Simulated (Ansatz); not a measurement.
# Ir4Ru: the cost of one run

Program: Ansatz 0.2.0. Level of theory: DFT PBEsol, scalar-relativistic, plane waves, PAW. These are calculated values, not measurements.

**1. The system as given**

The structure is hexagonal, space group P6_3/mmc (No. 194). Conventional cell: a = 2.744 Å, b = 2.744 Å, c = 22.065 Å, α = 90.00°, β = 90.00°, γ = 120.00°. Around Ru (site symmetry -6m2) lie 6 Ir at 2.67 Å and 6 Ru at 2.74 Å. Ir (site symmetry 3m) is surrounded by 3 Ru at 2.67 Å and 9 Ir at 2.74 to 2.75 Å. Ir (site symmetry 3m) is surrounded by 12 Ir at 2.73 to 2.75 Å.

Structure file:

```
CELL_PARAMETERS angstrom
2.74446 0.00000 0.00000
-1.37223 2.37677 0.00000
0.00000 0.00000 22.06514
ATOMIC_POSITIONS crystal
Ru 0.33333 0.66667 0.25000
Ru 0.66667 0.33333 0.75000
Ir 0.33333 0.66667 0.65235
Ir 0.33333 0.66667 0.84765
Ir 0.33333 0.66667 0.05050
Ir 0.33333 0.66667 0.44950
Ir 0.66667 0.33333 0.94950
Ir 0.66667 0.33333 0.15235
Ir 0.66667 0.33333 0.34765
Ir 0.66667 0.33333 0.55050
```

It is the end of an earlier relaxation with the same method, from a generated guess; it needn't be the stable form of this composition. At a tolerance of 0.05 Å it has space group P6_3/mmc (No. 194); it has 14.39 Å³/atom, an uncorrected energy of +0.03 eV/atom over the elements and, on its mesh, gap none (metal).

**2. Level of theory: PBEsol**

Input file input.yaml:

```yaml
crystal:
  lattice:
    - [2.744462101, -2.89e-08, 0.0]
    - [-1.3722310255, 2.3767739136, 0.0]
    - [0.0, 0.0, 22.0651438]
  atoms:
    - { symbol: Ru, position: [0.3333333333, 0.6666666667, 0.25] }
    - { symbol: Ru, position: [0.6666666667, 0.3333333333, 0.75] }
    - { symbol: Ir, position: [0.3333333333, 0.6666666667, 0.652347] }
    - { symbol: Ir, position: [0.3333333333, 0.6666666667, 0.847653] }
    - { symbol: Ir, position: [0.3333333333, 0.6666666667, 0.0505] }
    - { symbol: Ir, position: [0.3333333333, 0.6666666667, 0.4495] }
    - { symbol: Ir, position: [0.6666666667, 0.3333333333, 0.9495] }
    - { symbol: Ir, position: [0.6666666667, 0.3333333333, 0.152347] }
    - { symbol: Ir, position: [0.6666666667, 0.3333333333, 0.347653] }
    - { symbol: Ir, position: [0.6666666667, 0.3333333333, 0.5505] }
basis:
  ecutwfc: 420
kpoints:
  mp_grid: { grid: [18, 18, 2] }
  band_path:
    path:
      - [[0.0, 0.0, 0.0], [0.5, 0.0, 0.0], [0.33333333, 0.33333333, 0.0], [0.0, 0.0, 0.0], [0.0, 0.0, 0.5], [0.5, 0.0, 0.5], [0.33333333, 0.33333333, 0.5], [0.0, 0.0, 0.5]]
      - [[0.5, 0.0, 0.5], [0.5, 0.0, 0.0]]
      - [[0.33333333, 0.33333333, 0.5], [0.33333333, 0.33333333, 0.0]]
    npoints: 14
hamiltonian:
  xc: pbesol
scf:
  occupations: { method: gaussian, width: 0.1 }
  n_extra_bands: 25
output:
  forces: true
  stress: true
  eigenvalues: true
  populations: true
  dos: { projected: true, de: 0.02, nscf_kmesh: { grid: [22, 22, 3] } }
  bader: true
  write_density: true
  write_potential: true
  elf: true
  volumetric_format: npy
```

Launch:

```
$ ansatz run input.yaml --threads 4 --pin off --max-ram 8192MiB --backend cpu --events-out ev --progress --plain --runs-dir out
```

What time and memory should one allow on 4 threads of Intel Xeon Platinum 8259CL at 2.50GHz (Skylake/Cascade Lake), shared host?

About 69 s, with a peak of 1.6 GiB.
